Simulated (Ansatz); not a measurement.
# BF2GeH3: the cost of one run

Program: Ansatz 0.2.0. Level of theory: RHF/def2-SVP. These are calculated values, not measurements.

### 1 The starting structure

Bond lengths: F1–B2 1.511 Å, B2–F3 1.466 Å, B2–Ge4 2.046 Å, Ge4–H5 1.484 Å, Ge4–H6 1.572 Å, Ge4–H7 1.571 Å. Angles: F1–B2–F3 120.6°, F1–B2–Ge4 118.0°, F3–B2–Ge4 121.4°, B2–Ge4–H5 111.4°, B2–Ge4–H6 108.2°, B2–Ge4–H7 106.9°, H5–Ge4–H6 113.2°, H5–Ge4–H7 110.0°, H6–Ge4–H7 106.9°.

Structure file:

```xyz
7

F     0.9260   -2.0903    0.4482
B    -0.2037   -1.0873    0.4004
F    -1.5483   -1.4552    0.8526
Ge    0.2067    0.7896   -0.3017
H     1.6179    0.9040   -0.7458
H    -0.1780    1.8263    0.8151
H    -0.7594    1.0450   -1.5144
```

### 2 Relaxing the start

Contents of input.yaml:

```yaml
crystal:
  periodic: [false, false, false]
  atoms:
    - { symbol: F, position_ang: [0.926, -2.0903, 0.4482] }
    - { symbol: B, position_ang: [-0.2037, -1.0873, 0.4004] }
    - { symbol: F, position_ang: [-1.5483, -1.4552, 0.8526] }
    - { symbol: Ge, position_ang: [0.2067, 0.7896, -0.3017] }
    - { symbol: H, position_ang: [1.6179, 0.904, -0.7458] }
    - { symbol: H, position_ang: [-0.178, 1.8263, 0.8151] }
    - { symbol: H, position_ang: [-0.7594, 1.045, -1.5144] }
basis:
  gaussian: { orbitals: def2-SVP }
hamiltonian:
  xc: hf
relax:
  f_tol: 0.02
  max_steps: 40
```

Command:

```sh
$ ansatz run input.yaml --threads 1 --pin off --max-ram 2048MiB --backend cpu --events-out ev --progress --plain --runs-dir out
```

Q: Estimate wall time and peak memory on 1 thread of Arm Neoverse V2, shared host.

About 14 s, with a peak of 0.17 GiB.
